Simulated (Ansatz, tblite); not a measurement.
**Al9P9 wurtzite hole sphere (Al9P9H24): a ladder of methods and basis sets**

An exercise on one series of results from a longer session: the logs are not shown, and one member is left open.

The runs use Ansatz 0.2.0, Gaussian basis; as each input shows.

Levels to be run: GFN1-xTB, GFN2-xTB, PBE-D4/def2-TZVP, r2SCAN-D4/def2-TZVP, PBE-D4/def2-SVP, PBE0-D4/def2-SVP.

1 further run of the same task is left out (set aside as unsound or not needed). Runs told in other sessions of the task aren't counted.

## The geometry

The geometry is that of the singlet, from an earlier relaxation (PBE-D4/def2-SVP).

42 atoms, charge 0, spin multiplicity 1.

Bond lengths: Al1–P2 2.476 Å, Al1–P3 2.421 Å, Al1–H19 1.603 Å, Al1–H20 1.603 Å, P2–Al5 2.415 Å, P2–H21 1.431 Å, P2–H22 1.431 Å, P3–Al4 2.390 Å, P3–Al11 2.390 Å, P3–H23 1.434 Å, Al4–P6 2.428 Å, Al4–P7 2.390 Å, Al4–H24 1.597 Å, Al5–P6 2.396 Å, Al5–P12 2.396 Å, Al5–H25 1.596 Å, P6–Al9 2.396 Å, P6–H26 1.433 Å and more. Angles: P2–Al1–P3 95.6°, P2–Al1–H19 105.6°, P2–Al1–H20 105.6°, P3–Al1–H19 110.9°, P3–Al1–H20 110.9°, H19–Al1–H20 124.1°, Al1–P2–Al5 123.2°, Al1–P2–H21 110.3°, Al1–P2–H22 110.3°, Al5–P2–H21 105.9°, Al5–P2–H22 106.0°, H21–P2–H22 98.0°, Al1–P3–Al4 112.7°, Al1–P3–Al11 112.6°, Al1–P3–H23 105.2°, Al4–P3–Al11 116.7°, Al4–P3–H23 104.1°, Al11–P3–H23 104.1° and more.

PBE0-D4/def2-TZVP was run before; its log isn't repeated, and its numbers join the tables.

Set-up of the first run:

Tight binding, by tblite at 300 K electronic temperature and without a spin-polarisation term:

```python
tblite.interface.Calculator('GFN1-xTB', numbers, positions, charge=0, uhf=0).singlepoint()
```

Tight binding, by tblite at 300 K electronic temperature and without a spin-polarisation term:

```python
tblite.interface.Calculator('GFN2-xTB', numbers, positions, charge=0, uhf=0).singlepoint()
```

start.molden holds the orbitals of an earlier run on this state, given as this run's starting guess.

in.yaml reads:

```yaml
crystal:
  periodic: [false, false, false]
  atoms:
    - {symbol: Al, position_ang: [0.000836, -4.616833, -1.419686]}
    - {symbol: P, position_ang: [-0.004171, -4.378872, 1.044664]}
    - {symbol: P, position_ang: [-0.000588, -2.241054, -1.884418]}
    - {symbol: Al, position_ang: [-2.034935, -1.175024, -1.223113]}
    - {symbol: Al, position_ang: [-0.000921, -2.240650, 2.167556]}
    - {symbol: P, position_ang: [-1.847968, -1.064917, 1.194690]}
    - {symbol: P, position_ang: [-1.939713, 1.119171, -1.886496]}
    - {symbol: Al, position_ang: [-3.997822, 2.306834, -1.424112]}
    - {symbol: Al, position_ang: [-1.940906, 1.123671, 2.165197]}
    - {symbol: P, position_ang: [-3.791316, 2.193153, 1.040415]}
    - {symbol: Al, position_ang: [2.034327, -1.176012, -1.223477]}
    - {symbol: P, position_ang: [1.847215, -1.066900, 1.194378]}
    - {symbol: P, position_ang: [1.940150, 1.118342, -1.886692]}
    - {symbol: Al, position_ang: [0.000558, 2.348788, -1.226027]}
    - {symbol: Al, position_ang: [1.942336, 1.121560, 2.164982]}
    - {symbol: P, position_ang: [0.001208, 2.134439, 1.192055]}
    - {symbol: Al, position_ang: [3.997227, 2.307839, -1.424408]}
    - {symbol: P, position_ang: [3.795017, 2.187023, 1.040137]}
    - {symbol: H, position_ang: [-1.412775, -5.273149, -1.792947]}
    - {symbol: H, position_ang: [1.418051, -5.269218, -1.786235]}
    - {symbol: H, position_ang: [-1.088071, -5.119827, 1.613318]}
    - {symbol: H, position_ang: [1.072076, -5.127184, 1.618172]}
    - {symbol: H, position_ang: [-0.000804, -2.138870, -3.314869]}
    - {symbol: H, position_ang: [-3.365513, -1.943540, -1.657496]}
    - {symbol: H, position_ang: [-0.000546, -2.343577, 3.760655]}
    - {symbol: H, position_ang: [-3.006310, -1.732670, 1.710836]}
    - {symbol: H, position_ang: [-1.850551, 1.066491, -3.316852]}
    - {symbol: H, position_ang: [-5.271545, 1.406264, -1.791628]}
    - {symbol: H, position_ang: [-3.858200, 3.859055, -1.797635]}
    - {symbol: H, position_ang: [-2.030689, 1.176715, 3.758208]}
    - {symbol: H, position_ang: [-4.977150, 1.633686, 1.613131]}
    - {symbol: H, position_ang: [-3.893423, 3.502348, 1.608558]}
    - {symbol: H, position_ang: [3.364667, -1.944784, -1.658116]}
    - {symbol: H, position_ang: [3.005097, -1.735551, 1.710396]}
    - {symbol: H, position_ang: [1.850965, 1.065642, -3.317046]}
    - {symbol: H, position_ang: [0.000691, 3.884866, -1.662130]}
    - {symbol: H, position_ang: [2.032108, 1.174765, 3.757991]}
    - {symbol: H, position_ang: [0.001884, 3.471963, 1.706920]}
    - {symbol: H, position_ang: [5.272167, 1.411346, -1.797506]}
    - {symbol: H, position_ang: [3.853436, 3.861028, -1.792416]}
    - {symbol: H, position_ang: [4.979089, 1.619764, 1.608826]}
    - {symbol: H, position_ang: [3.904815, 3.493869, 1.612228]}
basis:
  gaussian: {orbitals: def2-TZVP, fitting: {mean_field: def2-universal-jkfit}, initial_orbitals: start.molden}
hamiltonian: {xc: pbe, dispersion: d4}
scf: {omitted_lower_state_checks: [starts]}
output: {forces: true, orbitals: {seedname: orbitals}}
```

On the command line:

```console
> ansatz run in.yaml --threads 2 --pin off --events-out ev --progress --plain --max-ram 32768MiB --backend cuda --devices 0, --max-vram 18GiB
```

Steps of the session up to this table: PBE-D4/def2-TZVP; r2SCAN-D4/def2-TZVP; PBE-D4/def2-SVP; PBE0-D4/def2-SVP.

One table of the session follows, with a row left open; its other results are not shown here.

It belongs to the step «Binding energy». 

```
              level  binding an atom (eV)
    PBE-D4/def2-SVP                 2.965
   PBE-D4/def2-TZVP                 2.950
r2SCAN-D4/def2-TZVP                 2.968
   PBE0-D4/def2-SVP                     ?
  PBE0-D4/def2-TZVP                 2.946
```

Estimate the missing values for PBE0-D4/def2-SVP.

As computed: binding an atom (eV): 2.958. In the column «binding an atom (eV)» it lies between PBE-D4/def2-TZVP (2.950) and PBE-D4/def2-SVP (2.965).

To keep in mind: Free atoms were run apart at each level; binding is atoms less cluster, divided by the number of atoms, without zero-point or spin-orbit terms.
